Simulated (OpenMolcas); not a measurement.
# F, step by step

Aim: a series of 9 runs (ROHF/6-31G*, CASSCF(7,4)/6-31G*, CASPT2(7,4)/6-31G*, CASPT2[IPEA 0](7,4)/6-31G*, SC-NEVPT2(7,4)/6-31G*, PC-NEVPT2(7,4)/6-31G*, MC-PDFT[tPBE](7,4)/6-31G*, MC-PDFT[ftPBE](7,4)/6-31G*, and more) of F. 

Program for the calculation: OpenMolcas 26.06.

36 further runs of the same task are left out: 36 set aside as unsound or not needed.

## Step 1: A single-point energy at ROHF/6-31G(d) (spherical functions) (run 1)

step1.input

```
>>> EXPORT MOLCAS_PRINT=2

&GATEWAY
  BasLib
  $CurrDir
  Coord
  1
  angstrom
  F        0.000000       0.000000       0.000000
  Basis
  6-31Gs
  Group
  NoSym

&SEWARD

&SCF
  UHF
  Spin
  2
  PrOrbitals
  0

&RASSCF
  FileOrb
  $Project.UnaOrb
  Spin
  2
  Nactel
  1 0 0
  Inactive
  4
  Ras2
  1
  OutOrbitals
  Canonical
  OrbListing
  Nothing
```

The basis set 6-31G* is read from a file made from the Basis Set Exchange's data (not shown).

Started as:

```
export MOLCAS_MEM=1860
pymolcas step1.input > step1.log
```

What it wrote:

```text
--- Start Module: gateway ---

                                              &GATEWAY

                       available to each process: 1.9 GB of memory, 1 thread

 Basis Set     1 Label: F.6-31GS
 Basis set is read from library:.
 basistype.tbl is not found

++    Symmetry information:
      ---------------------

                    Character Table for C1

                             E
                    a        1  x, y, xy, Rz, z, xz, Ry, yz, Rx, I
--

++    Basis set information:
      ----------------------

      Basis set label: F.6-31GS.........

      Electronic valence basis set:
      ------------------
      Associated Effective Charge   9.000000 au
      Associated Actual Charge      9.000000 au
      Nuclear Model: Point charge

      Shell  nPrim  nBasis  Cartesian Spherical Contaminant
         s      10       3        X
         p       4       2        X
         d       1       1                 X
--

++    Molecular structure info:
      -------------------------

                    ************************************************
                    **** Cartesian Coordinates / bohr, angstrom ****
                    ************************************************

     Center  Label                x              y              z                     x              y              z
        1      F1               0.000000       0.000000       0.000000              0.000000       0.000000       0.000000
--

            Nuclear Potential Energy              0.00000000 au

--- Stop Module: gateway /rc=_RC_ALL_IS_WELL_ ---

--- Start Module: seward ---

                                              &SEWARD

                       available to each process: 1.9 GB of memory, 1 thread

               SEWARD will generate:
                  Multipole Moment integrals up to order  2
                  Kinetic Energy integrals
                  Nuclear Attraction integrals (point charge)
                  One-Electron Hamiltonian integrals
                  Velocity integrals
                  Orbital angular momentum around (  0.0000   0.0000   0.0000 )
                  Velocity quadrupole around (  0.0000   0.0000   0.0000 )
                  Two-Electron Repulsion integrals

                   Integrals are discarded if absolute value <: 1.00E-14
                   Integral cutoff threshold is set to       <: 1.00E-16

            Nuclear Potential Energy              0.00000000 au

      Basis set specifications :
      Symmetry species         a
      Basis functions           14

--- Stop Module: seward /rc=_RC_ALL_IS_WELL_ ---

--- Start Module: scf ---

                                                &SCF

                       available to each process: 1.9 GB of memory, 1 thread

++    Input section:
      --------------

      Header of the integral files:

      Cartesian coordinates in angstrom:
      -----------------------------------------------------
      No.  Label        X            Y            Z
      -----------------------------------------------------
       1   F1         0.00000000   0.00000000   0.00000000
      -----------------------------------------------------
      Nuclear repulsion energy =    0.00000000
--

++    Orbital specifications:
      -----------------------

      Symmetry species               1
                                     a
      Frozen orbitals                0
      Occupied orbitals alpha        5
      Occupied orbitals beta         4
      Secondary orbitals alpha       9
      Secondary orbitals beta       10
      Deleted orbitals               0
      Total number of orbitals      14
      Number of basis functions     14
--

      Molecular charge                           0.000

++    Optimization specifications:
      ----------------------------

      SCF Algorithm: Conventional USCF
      D(i)-D(i-1) density differences are used
      Number of density matrices in core                 5
      Maximum number of NDDO SCF iterations            400
      Maximum number of HF SCF iterations              400
      Threshold for SCF energy change             1.00E-09
      Threshold for density matrix                1.00E-04
      Threshold for Fock matrix                   1.50E-04
      Threshold for linear dependence             1.00E-09
      Threshold at which DIIS is turned on        1.50E-01
      Maximum depth in the DIIS procedure                5
      Maximum depth in the BFGS Hessian update          30
      Threshold at which QNR/C2DIIS is turned on  7.50E-02
      Threshold for Norm(delta) (QNR/C2DIIS)      1.00E-03
      All orbitals punched on: UHFORB
--

[... 3 lines left out ...]
++ Convergence information
                               UHF SCF        iterations: Energy and convergence statistics
[... 13 lines left out ...]
       Convergence after   9 Iterations
[... 3 lines left out ...]
 *                                             SCF/KS-DFT Program, Final results                                             *
 *                                                       Final Results                                                       *
[... 37 lines left out ...]
      Title: Natural orbitals
[... 23 lines left out ...]
      Dipole Moment (debye):
[... 30 lines left out ...]
      Nuclear repulsion energy =    0.00000000
[... 40 lines left out ...]
      highest root included in the CI            1
      max. size of the explicit Hamiltonian      1
--

++    Optimization specifications:
      ----------------------------

      RASSCF algorithm: Conventional
      Maximum number of macro iterations       200
      Maximum number of SX iterations          100
      Threshold for RASSCF energy            1.000E-08
      Threshold for max MO rotation          1.000E-01
      Threshold for max BLB element          1.000E-04
      Level shift parameter                  5.000E-01
      Make Quasi-Newton update
--

      The MO-coefficients are taken from the file:
      step1.UnaOrb
      Title:UHF natural orbitals

      Total molecular charge    0.00

      ************************************************************************************************************************
      *                                            Wave function control section                                             *
      ************************************************************************************************************************

                                         RASSCF iterations: Energy and convergence statistics
                                         ----------------------------------------------------

          iter iter root      energy       change     param      element    value   shift minimum  type update hh:mm:ss
 Nr of preliminary CI iterations:   1
        1   1    5    1   -99.36025693    0.00E+00  -1.10E-03    5  10 1  2.14E-03*  0.15   0.00    SX    NO    0:00:00
        2   1    4    1   -99.36026076   -3.83E-06* -2.65E-04    5  10 1  5.17E-04*  0.15   0.00    SX    NO    0:00:00
        3   1    4    1   -99.36026108   -3.23E-07*  1.04E-04    5  10 1  2.03E-04*  0.15   0.00    SX    NO    0:00:00
        4   1    3    1   -99.36026111   -2.97E-08* -2.54E-05    5  10 1  4.95E-05   0.15   0.00    SX    NO    0:00:00
        5   1    3    1   -99.36026111   -2.87E-09  -1.51E-05    5  10 1  1.98E-05   0.15   1.40    QN   YES    0:00:00
      Convergence after  5 iterations
        6   1    3    1   -99.36026111   -3.15E-10  -1.51E-05    3   7 1  2.54E-06   0.15   1.40    QN   YES    0:00:00

      ************************************************************************************************************************
                                                      Wave function printout:
                       occupation of active orbitals, and spin coupling of open shells (u,d: Spin up or down)
      ************************************************************************************************************************

      Note: transformation to natural orbitals
      has been made, which may change the order of the CSFs.

      printout of CI-coefficients larger than  0.05 for root  1
      energy=     -99.360261
      conf/sym  1     Coeff  Weight
             1  u   1.00000 1.00000

      Natural orbitals and occupation numbers for root  1
      sym 1:   1.000000

      ************************************************************************************************************************
      *                                                    Final results                                                     *
      ************************************************************************************************************************

++    Final optimization conditions:
      ------------------------------

      Average CI energy                             -99.36026111
      RASSCF energy for state  1                    -99.36026111
      Super-CI energy                                -0.00000000
      RASSCF energy change                           -0.00000000
      Max change in MO coefficients               1.488E-05
      Max non-diagonal density matrix element    -1.511E-05
      Maximum BLB matrix element                  2.535E-06
      (orbital pair   3,   7 in symmetry   1)
      Norm of electronic gradient            4.499E-06
--

      Final state energy(ies):
      ------------------------

::    RASSCF root number  1 Total energy:    -99.36026111
      Von Neumann Entropy (Root   1) =  0.50000

      Mulliken population analysis for root number:  1
      -----------------------------------------------

++    Molecular charges:
      ------------------

      Mulliken charges per centre
      ---------------------------

                F1
      Total    9.0000

      N-E     -0.0000

      Total electronic charge=    9.000000

      Total            charge=   -0.000000
--

      Expectation values of various properties for root number:  1
      -----------------------------------------------------------

++    Molecular properties:
      ---------------------

      Charge (e):
                      =   -0.0000
      Dipole Moment (debye):
      Origin of the operator (angstrom)=    0.0000    0.0000    0.0000
                   X=  3.6818E-16               Y=  9.2770E-16               Z=  6.3946E-16           Total=  1.1854E-15
      Quadrupole Moment (debye*angstrom):
      Origin of the operator (angstrom)=    0.0000    0.0000    0.0000
                  XX= -4.6840E+00              XY= -1.7082E-01              XZ=  5.9033E-02              YY= -4.0019E+00
                  YZ= -2.4968E-01              ZZ= -4.6381E+00
      In traceless form (debye*angstrom)
                  XX= -3.6400E-01              XY= -2.5623E-01              XZ=  8.8549E-02              YY=  6.5915E-01
                  YZ= -3.7452E-01              ZZ= -2.9515E-01
--

      Mulliken spin population analysis for root number:  1
      ---------------------------------------------------

++    Molecular charges:
      ------------------

      Mulliken spin population per centre
      ---------------------------

                F1
      Total    1.0000

      Total electronic spin=    1.000000
--

      Canonical orbitals are written to the RASORB file
      Natural orbitals for root   1 are written to the RASORB.1 file
      Spin density orbitals for root   1 are written to the SPDORB.1 file

--- Stop Module: rasscf /rc=_RC_ALL_IS_WELL_ ---

.##################.
.# Happy landing! #.
.##################.

    Timing: Wall=2.53 User=1.99 System=0.44
```

Wall time 2.8 s (1 thread of Intel Xeon Platinum 8259CL at 2.50GHz (Skylake/Cascade Lake), shared host); peak memory 0.37 GiB.

## Step 2: The F atom: the energy at CASSCF(7,4)/6-31G(d) (spherical functions) (run 2)

step2.inp

```
&gateway
  baslib=$CurrDir
  coord
  1
  angstrom
  F        0.000000       0.000000       0.000000
  basis=6-31Gs
  group=NoSym

&seward

&rasscf
  fileorb=$CurrDir/step1.RasOrb
  spin=2
  nactel=7 0 0
  inactive=1
  ras2=4
  orblisting=Nothing
  orbappear=Compact
```

The basis set 6-31G* is read from a file made from the Basis Set Exchange's data (not shown).

Run the same way, it converges to -99.36026 Eh (log not shown).

Runs 3 to 5 aren't shown in full; the table further down has their settings and results.

## Step 3: The F atom: the energy at PC-NEVPT2(7,4)/6-31G(d) (spherical functions) (run 6)

step6.inp

```
&GATEWAY
BasLib
$CurrDir
Coord
1
angstrom
F        0.000000       0.000000       0.000000
Basis
6-31Gs
Group
NoSym
&SEWARD
&RASSCF
FileOrb
$CurrDir/step2.RasOrb
Spin
2
Nactel
7 0 0
Inactive
1
Ras2
4
OrbListing
Nothing
OrbAppear
Compact
&CASPT2
PC-NEVPT2
Frozen
1
```

The basis set 6-31G* is read from a file made from the Basis Set Exchange's data (not shown).

Run the same way, it converges to -99.46985 Eh (log not shown).

Runs 7 to 8 aren't shown in full; the table further down has their settings and results.

## Step 4: The F atom: the energy at MRCI(7,4)/6-31G(d) (spherical functions) (run 9)

step9.input

```
&GATEWAY
 BASLIB=$CurrDir
 COORD
 1
 angstrom
 F        0.000000       0.000000       0.000000
 BASIS=6-31Gs
 GROUP=NoSym

&SEWARD

&RASSCF
 FILEORB=$CurrDir/step2.RasOrb
 SPIN=2
 NACTEL=7 0 0
 INACTIVE=1
 RAS2=4
 ORBLISTING=Nothing
 ORBAPPEAR=Compact

&MOTRA
 LUMORB
 FROZEN=1

&GUGA
 ELECTRONS=7
 SPIN=2
 INACTIVE=0
 ACTIVE=4
 CIALL=1

&MRCI
 SDCI
```

The basis set 6-31G* is read from a file made from the Basis Set Exchange's data (not shown).

Run the same way, it converges to -99.49308 Eh (log not shown).

## Step 5: All runs side by side

```csv
run,level,active rule,inactive,energy (Eh),dipole moment (D) of the reference,wall time
1,ROHF/6-31G* (spherical functions),–,–,-99.360261,0.00,2.8 s
2,"CASSCF(7,4)/6-31G* (spherical functions)",full valence,1,-99.360261,0.00,2.4 s
3,"CASPT2(7,4)/6-31G* (spherical functions)",full valence,1,-99.487836,0.00,2.3 s
4,"CASPT2[IPEA 0](7,4)/6-31G* (spherical functions)",full valence,1,-99.489791,0.00,2.2 s
5,"SC-NEVPT2(7,4)/6-31G* (spherical functions)",full valence,1,-99.469539,0.00,2.2 s
6,"PC-NEVPT2(7,4)/6-31G* (spherical functions)",full valence,1,-99.469854,0.00,2.3 s
7,"MC-PDFT[tPBE](7,4)/6-31G* (spherical functions)",full valence,1,-99.603299,0.00,2.5 s
8,"MC-PDFT[ftPBE](7,4)/6-31G* (spherical functions)",full valence,1,-99.634097,0.00,2.4 s
9,"MRCI(7,4)/6-31G* (spherical functions)",full valence,1,-99.493076,0.00,2.4 s
```

## Step 6: Results

```
                                     quantity         value
                  F atom, run 9: total energy  -99.49308 Eh
F atom, run 9: dipole moment (CASSCF density)        0.00 D
```

Below the ROHF energy at the same shape and in the same basis (6-31G*): CASSCF(7,4) +0.0 mEh; CASPT2(7,4) -127.6 mEh; CASPT2[IPEA 0](7,4) -129.5 mEh; SC-NEVPT2(7,4) -109.3 mEh; PC-NEVPT2(7,4) -109.6 mEh; MRCI(7,4) -132.8 mEh. Active-space methods hold only the correlation inside their space unless a perturbation or CI step follows. All runs together took 22 s, the longest 2.8 s.
